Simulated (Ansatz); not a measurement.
# CH5FGeO: one species, many methods

The task here is to estimate one member of a computed series from the others.

The runs use Ansatz 0.2.0, Gaussian basis; functionals in def2-TZVPP, the program's frozen cores in correlated methods.

Levels to be run: LDA (SPW92), PBE-D4, revPBE-D4, BLYP-D4, r2SCAN-D4, B97M-V, PBE0-D4, B3LYP-D4, r2SCANh-D4, r2SCAN0-D4, HSE06-D4, BHLYP-D4, CAM-B3LYP-D4, LC-ωPBE, ωB97X-V, ωB97M-V, B2PLYP, PBE-QIDH; CCSD(T)/def2-SVP; CCSD(T)/def2-TZVPP; MP2/def2-QZVPP; extrapolation to the limit; RPA on PBE.

### The geometry

All runs share one geometry, relaxed beforehand with PBE0-D4 in a triple-zeta def2 set.

SMILES `[CH3][GeH]([OH])[F]`, 9 atoms, charge 0, spin multiplicity 1.

Atoms are counted from 1 here; the program's logs count them from 0.

Bond lengths: C1–Ge2 1.923 Å, C1–H5 1.090 Å, C1–H6 1.091 Å, C1–H7 1.090 Å, Ge2–O3 1.766 Å, Ge2–F4 1.745 Å, Ge2–H8 1.538 Å, O3–H9 0.960 Å. Angles: Ge2–C1–H5 108.9°, Ge2–C1–H6 110.1°, Ge2–C1–H7 110.2°, H5–C1–H6 109.1°, H5–C1–H7 109.3°, H6–C1–H7 109.2°, C1–Ge2–O3 107.0°, C1–Ge2–F4 108.4°, C1–Ge2–H8 118.4°, O3–Ge2–F4 106.8°, O3–Ge2–H8 111.2°, F4–Ge2–H8 104.4°, Ge2–O3–H9 113.6°.

Geometry (Å):

```
C    -0.6690    0.9769   -0.5842
Ge    0.0883   -0.6437    0.1215
O     1.2700   -0.1707    1.3455
F     0.9744   -1.4386   -1.1538
H     0.1389    1.6249   -0.9246
H    -1.2379    1.4935    0.1897
H    -1.3271    0.7513   -1.4235
H    -0.8655   -1.7251    0.6568
H     1.7165   -0.9147    1.7555
```

The first run:

in.yaml

```yaml
crystal:
  periodic: [false, false, false]
  atoms:
    - {symbol: C, position_ang: [-0.669024, 0.976880, -0.584176]}
    - {symbol: Ge, position_ang: [0.088345, -0.643686, 0.121534]}
    - {symbol: O, position_ang: [1.270042, -0.170654, 1.345472]}
    - {symbol: F, position_ang: [0.974361, -1.438602, -1.153827]}
    - {symbol: H, position_ang: [0.138916, 1.624948, -0.924649]}
    - {symbol: H, position_ang: [-1.237932, 1.493478, 0.189691]}
    - {symbol: H, position_ang: [-1.327083, 0.751272, -1.423489]}
    - {symbol: H, position_ang: [-0.865545, -1.725143, 0.656808]}
    - {symbol: H, position_ang: [1.716522, -0.914693, 1.755536]}
basis:
  gaussian: {orbitals: def2-TZVPP}
hamiltonian: {xc: lda}
output: {orbitals: {seedname: orbitals}}
```

Steps of the session up to this table: LDA; PBE-D4 (GGA); revPBE-D4 (GGA); BLYP-D4 (GGA); r2SCAN-D4 (meta-GGA); B97M-V (meta-GGA); PBE0-D4 (hybrid); B3LYP-D4 (hybrid); r2SCANh-D4 (hybrid); r2SCAN0-D4 (hybrid); HSE06-D4 (hybrid); BHLYP-D4 (hybrid); CAM-B3LYP-D4 (range-separated); LC-ωPBE-D4 (range-separated; the results give it without D4); ωB97X-V (range-separated); ωB97M-V (range-separated); B2PLYP (double hybrid); PBE-QIDH (double hybrid).

One table of the session follows, with a row left open; its other results are not shown here.

It belongs to the step «Orbital energies across the functionals». 

| functional | HOMO (eV) | LUMO (eV) | gap (eV) |
| --- | --- | --- | --- |
| LDA (SPW92) | -7.48 | -0.50 | 6.98 |
| PBE-D4 | -7.32 | -0.29 | 7.02 |
| revPBE-D4 | -7.25 | -0.20 | 7.05 |
| BLYP-D4 | ? | ? | ? |
| r2SCAN-D4 | -7.70 | 0.25 | 7.95 |
| B97M-V | -7.81 | -0.03 | 7.78 |
| PBE0-D4 | -8.93 | 0.64 | 9.57 |
| B3LYP-D4 | -8.69 | 0.27 | 8.96 |
| r2SCANh-D4 | -8.31 | 0.56 | 8.87 |
| r2SCAN0-D4 | -9.18 | 1.00 | 10.18 |
| HSE06-D4 | -8.52 | 0.27 | 8.79 |
| BHLYP-D4 | -10.36 | 1.37 | 11.73 |
| CAM-B3LYP-D4 | -10.37 | 1.48 | 11.85 |
| LC-ωPBE | -11.72 | 2.84 | 14.56 |
| ωB97X-V | -11.37 | 2.64 | 14.02 |
| ωB97M-V | -11.24 | 2.25 | 13.49 |

Q: Estimate the row for BLYP-D4 from the others.

Worked estimate for «HOMO (eV)». Against the share of exact exchange, B3LYP-D4 (0.2, -8.69), BHLYP-D4 (0.5, -10.36) give a slope of -5.57 per unit share; at 0 the line stands at -7.58.

The run gave: HOMO (eV): -7.23; LUMO (eV): -0.32; gap (eV): 6.91. In «HOMO (eV)» the line misses by -0.35.
